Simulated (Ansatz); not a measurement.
# AlBH4OSi: the cost of one run

Method: RKS B3LYP/def2-SVP, in Ansatz 0.2.0.

**1. The system as given**

Bond lengths: B1–Al2 2.050 Å, Al2–O3 1.704 Å, B1–Si4 1.966 Å, O3–Si4 1.686 Å, B1–H5 1.178 Å, Al2–H6 1.550 Å, Si4–H7 1.469 Å, Si4–H8 1.470 Å. Angles: B1–Al2–O3 78.9°, B1–Al2–H6 157.8°, O3–Al2–H6 123.2°, Al2–B1–Si4 84.7°, Al2–B1–H5 124.8°, Si4–B1–H5 119.6°, Al2–O3–Si4 106.0°, B1–Si4–O3 81.8°, B1–Si4–H7 122.1°, B1–Si4–H8 126.7°, O3–Si4–H7 101.5°, O3–Si4–H8 106.8°, H7–Si4–H8 107.8°.

As a file:

```xyz
8

B    -0.3535    0.6427   -1.1054
Al   -0.4048    1.2640    0.8473
O     0.5298   -0.1548    0.9792
Si    0.1135   -1.1100   -0.3459
H     0.3282    1.1142   -1.9425
H    -0.7802    2.1500    2.0623
H     1.3901   -1.7745   -0.6404
H    -0.8232   -2.1314    0.1454
```

**2. Relaxing end A**

Contents of input.yaml:

```yaml
crystal:
  periodic: [false, false, false]
  atoms:
    - { symbol: B, position_ang: [-0.35347, 0.64266, -1.10544] }
    - { symbol: Al, position_ang: [-0.40476, 1.26398, 0.8473] }
    - { symbol: O, position_ang: [0.52976, -0.15484, 0.9792] }
    - { symbol: Si, position_ang: [0.11347, -1.11002, -0.34587] }
    - { symbol: H, position_ang: [0.32825, 1.11423, -1.94253] }
    - { symbol: H, position_ang: [-0.78023, 2.14997, 2.06232] }
    - { symbol: H, position_ang: [1.39014, -1.77454, -0.64038] }
    - { symbol: H, position_ang: [-0.82315, -2.13143, 0.14541] }
basis:
  gaussian: { orbitals: def2-SVP }
hamiltonian:
  xc: b3lyp
relax:
  f_tol: 0.02
  max_steps: 50
output:
  orbitals: {}
```

The run is started by

```console
> ansatz run input.yaml --threads 2 --pin off --max-ram 3072MiB --backend cpu --events-out ev --progress --plain --runs-dir out
```

Q: Estimate wall time and peak memory on 2 threads of Intel Xeon Platinum 8259CL at 2.50GHz (Skylake/Cascade Lake), shared host.

About 22 s, with a peak of 0.18 GiB.
